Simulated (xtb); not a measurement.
# C2H6ClNSi (SMILES C=C(Cl)[SiH2]N) at GFN2-xTB

We compute an optimisation with harmonic vibrations of C2H6ClNSi. 

The calculation is run with xtb 6.7.1.

16 further runs of the same task are left out: 16 set aside as unsound or not needed.

## (1) The molecule

The species is C2H6ClNSi (11 atoms), meant as a singlet with charge 0. SMILES: `C=C(Cl)[SiH2]N`. The shape is that of a GFN2-xTB optimisation. This is one conformer, not always the lowest. The run starts from this shape.

Bond lengths: C1–C2 1.322 Å, C2–Cl3 1.745 Å, C2–Si4 1.907 Å, Si4–N5 1.719 Å, C1–H6 1.078 Å, C1–H7 1.076 Å, Si4–H8 1.460 Å, Si4–H9 1.461 Å, N5–H10 1.008 Å, N5–H11 1.008 Å. Some angles: C1–C2–Cl3 118.6°, C1–C2–Si4 128.0°, Cl3–C2–Si4 113.4°, C2–Si4–N5 114.1°, C2–C1–H6 123.5°, C2–C1–H7 119.6°, C2–Si4–H8 107.6°, C2–Si4–H9 107.2°, N5–Si4–H8 106.1°, N5–Si4–H9 106.6°.

## (2) An optimisation with harmonic vibrations at GFN2-xTB

xcontrol

```
$chrg 0
$spin 0
$end
```

geom.xyz

```xyz
11

C      2.05102     0.06064     0.37787
C      0.81741     0.52321     0.27200
Cl     0.58624     2.22584    -0.03103
Si    -0.81613    -0.45253     0.39881
N     -1.86347    -0.24923    -0.94964
H      2.92896     0.68077     0.29178
H      2.21109    -0.98677     0.56593
H     -1.54474     0.05637     1.55703
H     -0.46865    -1.87037     0.44626
H     -2.30611     0.64601    -1.08705
H     -1.59563    -0.63393    -1.84196
```

Launch:

```sh
$ xtb --gfn 2 --ohess vtight --input xcontrol -- geom.xyz | tee xtb.out
```

What values should one expect? Wanted: total energy at the end; dipole moment; HOMO energy; LUMO energy; HOMO–LUMO gap; dispersion energy; mean polarisability; lowest harmonic wavenumber; highest harmonic wavenumber.

**Answer.** As computed:

At GFN2-xTB:

```
                      quantity          value
       total energy at the end   -16.52217 Eh
                 dipole moment         1.31 D
                   HOMO energy      -10.47 eV
                   LUMO energy       -6.35 eV
                 HOMO–LUMO gap        4.11 eV
             dispersion energy  -19.71 kJ/mol
mean polarisability (D4 model)     76.1 bohr³
    lowest harmonic wavenumber        38 cm⁻¹
   highest harmonic wavenumber      3498 cm⁻¹
             zero-point energy   193.0 kJ/mol
```

What this shows: At the final geometry: Bond lengths: C1–C2 1.322 Å, C2–Cl3 1.744 Å, C2–Si4 1.907 Å, Si4–N5 1.719 Å, C1–H6 1.078 Å, C1–H7 1.076 Å, Si4–H8 1.460 Å, Si4–H9 1.461 Å, N5–H10 1.008 Å, N5–H11 1.008 Å. Some angles: C1–C2–Cl3 118.6°, C1–C2–Si4 127.9°, Cl3–C2–Si4 113.4°, C2–Si4–N5 114.2°, C2–C1–H6 123.5°, C2–C1–H7 119.6°, C2–Si4–H8 107.5°, C2–Si4–H9 107.2°, N5–Si4–H8 106.1°, N5–Si4–H9 106.6°. All 27 modes are real, so the shape is a minimum at this level.
